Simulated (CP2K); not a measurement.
Crystal: Ta3AsAu2O13.

```
Ta As Au O
1.0
     7.33522    0.00000    0.00000
    -0.15806    7.33352    0.00000
    -0.15806   -0.16150    7.33174
Ta As Au O
3 1 2 13
Direct
  0.23108 0.57229 0.23108
  0.23108 0.23108 0.57229
  0.57229 0.23108 0.23108
  0.55878 0.55878 0.55878
  0.96559 0.96559 0.96559
  0.75105 0.75105 0.75105
  0.40884 0.66762 0.40884
  0.40884 0.40884 0.66762
  0.66762 0.40884 0.40884
  0.49726 0.01313 0.36024
  0.36024 0.49726 0.01313
  0.01313 0.36024 0.49726
  0.36024 0.01313 0.49726
  0.01313 0.49726 0.36024
  0.49726 0.36024 0.01313
  0.10963 0.74806 0.10963
  0.10963 0.10963 0.74806
  0.74806 0.10963 0.10963
  0.30840 0.30840 0.30840
```

The cell was built by a generator and needn't be a form met in nature.

Base run:

```yaml
Program: CP2K 2026.2
Functional: PBE
Potentials_or_basis: GTH_POTENTIALS Ta GTH-PBE-q13, As GTH-PBE-q5, Au GTH-PBE-q11, O GTH-PBE-q6; DZVP-MOLOPT-SR-GTH basis
Density_cutoff: 8163 eV
k_mesh: 3 × 3 × 3
Occupations: fermi-dirac, width 0.05 eV
Spin: no spin polarisation
```

Its results: band gap on the k mesh 1.09 eV, indirect (least direct gap 1.10 eV); pressure -0.4 GPa; largest force 0.803 eV/Å.

Problem. After a change of settings the same cell gave: band gap on the k mesh 1.09 eV, indirect (least direct gap 1.10 eV); pressure -1.4 GPa; largest force 0.824 eV/Å. Which change was it?
A. occupations from fermi-dirac, width 0.05 eV to fermi-dirac, width 0.0259 eV; eps_default from 1.0E-10 to 1.0E-9
B. dispersion from none to D3(BJ)
C. functional from PBE to LDA; density cutoff from 8163 eV to 12245 eV; cutoff of the grids from 600 Ry to 900 Ry
D. density cutoff from 8163 eV to 12245 eV; cutoff of the grids from 600 Ry to 900 Ry

Solution. B.

Dispersion adds attraction, which lowers the pressure at fixed volume and, as a term added to the energy, leaves the levels alone.

Caveats: spin-orbit coupling is left out, which moves the levels of the heavy elements; an odd mesh through Γ misses points on the zone boundary, where band edges often lie; the basis of atomic orbitals isn't converged, which shifts pressures, moduli and gaps.

Not every run made on this cell is shown here.
